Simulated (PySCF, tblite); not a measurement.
# C5H7ClO2− (doublet): geometry, infrared bands and EPR parameters

Aim: predict the infrared bands and EPR parameters of C5H7ClO2− (doublet) (`C/C(CO)=C(/Cl)[CH][O-]`).

The runs use tblite 0.8.0 and PySCF 2.14.0, with density-fitted response routines of our own; the level of theory stands in each step. All values are computed, except where a source is named. Atoms count from 0, in the outputs and in this text.

## Step 1: The starting structure

15 atoms, charge -1, multiplicity 2; geometry from: force field or distance geometry start.

Bonds of the start (Å): C0–C1 1.51, C1–C2 1.49, C2–O3 1.44, C1–C4 1.37, C4–Cl5 1.74, C4–C6 1.45, C6–O7 1.25, C0–H8 1.10, C0–H9 1.09, C0–H10 1.08, C2–H11 1.10, C2–H12 1.10, O3–H13 0.98, C6–H14 1.08.

## Step 2: Optimising the geometry with GFN2-xTB

Job settings and geometry (Å):

```
{"job": {"kind": "relax", "xc": "GFN2-xTB", "basis": "xTB"}, "charge": -1, "multiplicity": 2}
C     -0.150700    -1.007100    -1.075200
C     -0.213200    -0.055900     0.095800
C     -1.548800     0.568400     0.306400
O     -1.879000     1.387900    -0.836500
C      0.865400     0.175400     0.902100
Cl     0.730200     1.174200     2.324100
C      2.198000    -0.364600     0.700300
O      2.819600    -0.038200    -0.336600
H     -1.054400    -1.632500    -1.092900
H     -0.119400    -0.442000    -2.007500
H      0.682000    -1.700200    -1.048100
H     -2.334400    -0.200900     0.403700
H     -1.639300     1.211800     1.195200
H     -1.028600     1.788000    -1.098000
H      2.668200    -0.856300     1.545300
```

Run with:

```console
$ OMP_NUM_THREADS=1 python probes_run.py task.json out
```

This one command runs all jobs of the session in turn.

**Question.** This job is followed by: GFN2-xTB harmonic vibrations, gas phase; UKS B3LYP, pcH-1 on C Cl H O, non-relativistic, mean-field spin-orbit, GIAO. What will the session give for the following? strongest single infrared mode (GFN2-xTB); zero-point energy (GFN2-xTB); g(iso) (B3LYP); ⟨S²⟩; largest a(iso) (averaged by class).

The runs gave:

| quantity | value |
| --- | --- |
| strongest single infrared mode (GFN2-xTB) | 2665 cm⁻¹, 270 km/mol |
| zero-point energy (GFN2-xTB) | 67.5 kcal/mol |
| g(iso) (B3LYP) | 2.00379 |
| ⟨S²⟩ | 0.761 (exact 0.75) |
| largest a(iso) (averaged by class) | 13C on C1, 47.9 MHz |

What this shows: The optimisation took 123 steps and gained 0.818 eV; among the close pairs (by a distance rule), C4–C6 changed most, from 1.452 to 1.398 Å. No mode is imaginary among the 39: a minimum at this level. The strongest single mode, at 2665 cm⁻¹, moves mainly H14. Unscaled tight-binding wavenumbers are off by several per cent, some by more. Its intensities can rank the bands wrongly. C1 carries the largest spin population, 0.54 e. The isotropic g lies 1.5 ppt above the free-electron value.
